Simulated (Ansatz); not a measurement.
**C₂H₈AlGa: basis-set convergence**

How large a basis does C₂H₈AlGa need? Two functionals are run in growing sets.

Method: one geometry, several basis sets; program: Ansatz 0.2.0, Gaussian basis.

The runs, in order: PBE0-D4/def2-SVP; ωB97M-V/def2-SVP; PBE0-D4/def2-QZVPP; the functionals' def2-TZVPP values are taken from earlier runs.

2 further runs of the same task are left out: 2 that didn't finish.

### 1 Structure used throughout

All runs share one geometry, relaxed beforehand with PBE0-D4 in a triple-zeta def2 set.

12 atoms, charge 0, spin multiplicity 1.

Atoms are counted from 1 here; the program's logs count them from 0.

Bond lengths: Al1–C2 1.962 Å, Al1–H5 1.593 Å, Al1–H6 1.592 Å, C2–C3 1.534 Å, C2–H7 1.099 Å, C2–H8 1.099 Å, C3–Ga4 1.979 Å, C3–H9 1.098 Å, C3–H10 1.097 Å, Ga4–H11 1.577 Å, Ga4–H12 1.577 Å. Angles: C2–Al1–H5 120.5°, C2–Al1–H6 120.2°, H5–Al1–H6 119.3°, Al1–C2–C3 116.1°, Al1–C2–H7 107.6°, Al1–C2–H8 107.5°, C3–C2–H7 110.8°, C3–C2–H8 110.8°, H7–C2–H8 103.2°, C2–C3–Ga4 116.3°, C2–C3–H9 111.2°, C2–C3–H10 111.2°, Ga4–C3–H9 106.7°, Ga4–C3–H10 106.9°, H9–C3–H10 103.6°, C3–Ga4–H11 119.9°, C3–Ga4–H12 121.0°, H11–Ga4–H12 119.1°.

### 2 PBE0-D4 in def2-SVP

Input file in.yaml:

```yaml
crystal:
  periodic: [false, false, false]
  atoms:
    - {symbol: Al, position_ang: [-1.694503, 1.491300, 0.834963]}
    - {symbol: C, position_ang: [-0.687156, 0.220780, -0.270622]}
    - {symbol: C, position_ang: [0.684395, -0.204908, 0.268579]}
    - {symbol: Ga, position_ang: [1.697145, -1.501432, -0.831917]}
    - {symbol: H, position_ang: [-3.122713, 2.017160, 0.365485]}
    - {symbol: H, position_ang: [-1.089307, 2.006717, 2.214462]}
    - {symbol: H, position_ang: [-0.593690, 0.656717, -1.275042]}
    - {symbol: H, position_ang: [-1.330383, -0.654865, -0.436449]}
    - {symbol: H, position_ang: [0.598052, -0.642659, 1.271356]}
    - {symbol: H, position_ang: [1.338220, 0.663044, 0.420811]}
    - {symbol: H, position_ang: [1.066350, -2.064461, -2.163295]}
    - {symbol: H, position_ang: [3.133591, -1.987403, -0.398322]}
basis:
  gaussian: {orbitals: def2-SVP}
hamiltonian: {xc: pbe0, dispersion: d4}
output: {orbitals: {seedname: orbitals}}
```

Further steps of the session: ωB97M-V in def2-SVP; PBE0-D4 in def2-QZVPP.

Before running them: what should the planned runs give, taken together? Wanted: PBE0-D4: double and triple zeta above quadruple.

As calculated:

| quantity | value |
| --- | --- |
| PBE0-D4: double and triple zeta above quadruple | 12.92, 1.53 eV |

What this shows: For PBE0-D4 the step from double to triple zeta gains 11.39 eV and the next only 1.53 eV. These are total energies; as a rule much of such shifts cancels in differences, which this series doesn't test.
